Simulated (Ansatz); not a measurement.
# CuSi16: the cost of one run

Method: DFT PBE, plane waves, PAW, scalar-relativistic, no spin polarisation, in Ansatz 0.2.0.

### Step 1. The system as given

The cell holds 17 atoms (CuSi16): a = 7.679 Å, b = 7.679 Å, c = 7.679 Å, α = 60.00°, β = 60.00°, γ = 60.00°.

The coordinates stand in the first input below.

### Step 2. Relaxing the start

input.yaml reads:

```yaml
accuracy: low
crystal:
  lattice:
    - [0.0, 5.43, 5.43]
    - [5.43, 0.0, 5.43]
    - [5.43, 5.43, 0.0]
  atoms:
    - { symbol: Si, position: [0.0, 0.0, 0.0] }
    - { symbol: Si, position: [0.125, 0.125, 0.125] }
    - { symbol: Si, position: [0.0, 0.0, 0.5] }
    - { symbol: Si, position: [0.125, 0.125, 0.625] }
    - { symbol: Si, position: [0.0, 0.5, 0.0] }
    - { symbol: Si, position: [0.125, 0.625, 0.125] }
    - { symbol: Si, position: [0.0, 0.5, 0.5] }
    - { symbol: Si, position: [0.125, 0.625, 0.625] }
    - { symbol: Si, position: [0.5, 0.0, 0.0] }
    - { symbol: Si, position: [0.625, 0.125, 0.125] }
    - { symbol: Si, position: [0.5, 0.0, 0.5] }
    - { symbol: Si, position: [0.625, 0.125, 0.625] }
    - { symbol: Si, position: [0.5, 0.5, 0.0] }
    - { symbol: Si, position: [0.625, 0.625, 0.125] }
    - { symbol: Si, position: [0.5, 0.5, 0.5] }
    - { symbol: Si, position: [0.625, 0.625, 0.625] }
    - { symbol: Cu, position: [0.8163881, 0.8074608, 0.5554581] }
total_charge: 1
basis:
  ecutwfc: 420.0
kpoints:
  mp_grid: { grid: [2, 2, 2] }
hamiltonian:
  xc: pbe
  pseudopotentials: { kind: paw, azcp: { folder: soft_1 } }
scf:
  occupations: { method: fermi_dirac, width: 0.05 }
  lower_state_search: "off"
relax:
  f_tol: 0.08
  max_steps: 25
  adjacent_minimum: "off"
```

Run with:

```bash
ansatz run input.yaml --threads 1 --pin off --max-ram 3072MiB --backend cpu --events-out ev --progress --plain --runs-dir out
```

Q: Estimate wall time and peak memory on 1 thread of Intel Xeon Platinum 8488C (Sapphire Rapids), shared host.

About 40 s, with a peak of 0.63 GiB.
